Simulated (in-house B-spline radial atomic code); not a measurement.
# Excited states and polarisability of Tc⁴¹⁺ by several methods

Aim: excitation energies, oscillator strengths, polarisability and C6 of Tc⁴¹⁺ by linear response on several mean fields, with the cost of each.

Method: linear response of a closed shell, each method with its own adiabatic kernel; spin-free one-electron X2C, finite nucleus; B-spline basis; no spin-orbit coupling, no double excitations; only terms of natural parity, (−1)^L, with L up to 3 are computed. Code: in-house B-spline radial atomic code version 1.

**1. Starting point**

- element: technetium (Z = 43)
- charge: +41
- configuration: 1s2
- runs: TDHF; PBE; RPBE; ωB97X; HSE06; BSE on G0W0@HF

Outer shells as boxes (Hund's rule):

Tc⁴¹⁺
```
1s [↑↓]
```

**2. TDHF**

The run's settings:

```ini
Z = 43
electrons = 2.0
configuration = 1s2
hamiltonian = x2c
method = hf
box_radius = 3.13
rms_radius = 4.411169945885085
intervals = 64
```

The run is started by

```console
$ python run_td.py task.json out
```

The settings of every run stand in task.json; they run in order.

**3. PBE**

The settings differ from step 2 so:

```diff
@@ -4,3 +4,3 @@
 hamiltonian = x2c
-method = hf
+method = pbe,pbe
 box_radius = 3.13
```

**4. RPBE**

The settings differ from step 3 so:

```diff
@@ -4,3 +4,3 @@
 hamiltonian = x2c
-method = pbe,pbe
+method = rpbe,pbe
 box_radius = 3.13
```

**5. ωB97X**

The settings differ from step 4 so:

```diff
@@ -4,3 +4,3 @@
 hamiltonian = x2c
-method = rpbe,pbe
+method = wb97x
 box_radius = 3.13
```

**6. HSE06**

The settings differ from step 5 so:

```diff
@@ -4,3 +4,3 @@
 hamiltonian = x2c
-method = wb97x
+method = hse06
 box_radius = 3.13
```

**7. BSE on G0W0@HF**

The settings differ from step 6 so:

```diff
@@ -4,3 +4,3 @@
 hamiltonian = x2c
-method = hse06
+method = bse
 box_radius = 3.13
```

What does the calculation give? Wanted: for each run, threshold; 1s→2p ¹P; 1s→2p ³P, Tamm-Dancoff; α; C6.

The runs gave:

| run | threshold (eV) | 1s→2p ¹P (eV) | 1s→2p ³P, Tamm-Dancoff (eV) | α (bohr³) | C6 (hartree bohr⁶) | time |
| --- | --- | --- | --- | --- | --- | --- |
| TDHF | 25039.2 | 18965.7 | 18926.8 | 2.456e-06 | 3.598e-09 | 0.1 s |
| PBE | 24755.0 | 18868.4 | 18830.5 | 2.468e-06 | 3.621e-09 | 0.1 s |
| RPBE | 24758.7 | 18869.4 | 18831.6 | 2.467e-06 | 3.619e-09 | 0.1 s |
| ωB97X | 24811.9 | 18893.4 | 18856.2 | 2.462e-06 | 3.609e-09 | 0.2 s |
| HSE06 | 24826.2 | 18893.2 | 18855.1 | 2.465e-06 | 3.615e-09 | 0.2 s |
| BSE on G0W0@HF | 25038.7 | 18965.2 | 18926.3 | 2.456e-06 | 3.598e-09 | 11 s |

In words: α runs from 2.46e-06 (BSE on G0W0@HF) to 2.47e-06 bohr³ (PBE). The semilocal functionals put the threshold at 24755.0 to 24758.7 eV, under Hartree-Fock's 25039.2 eV, since their potential decays too fast. In this BSE only levels near the gap carry their own quasi-particle shift; deeper ones move rigidly and higher empty ones not at all. Spin-orbit coupling, absent here, splits and mixes these terms strongly in an ion this highly charged, so they need not match single real levels.
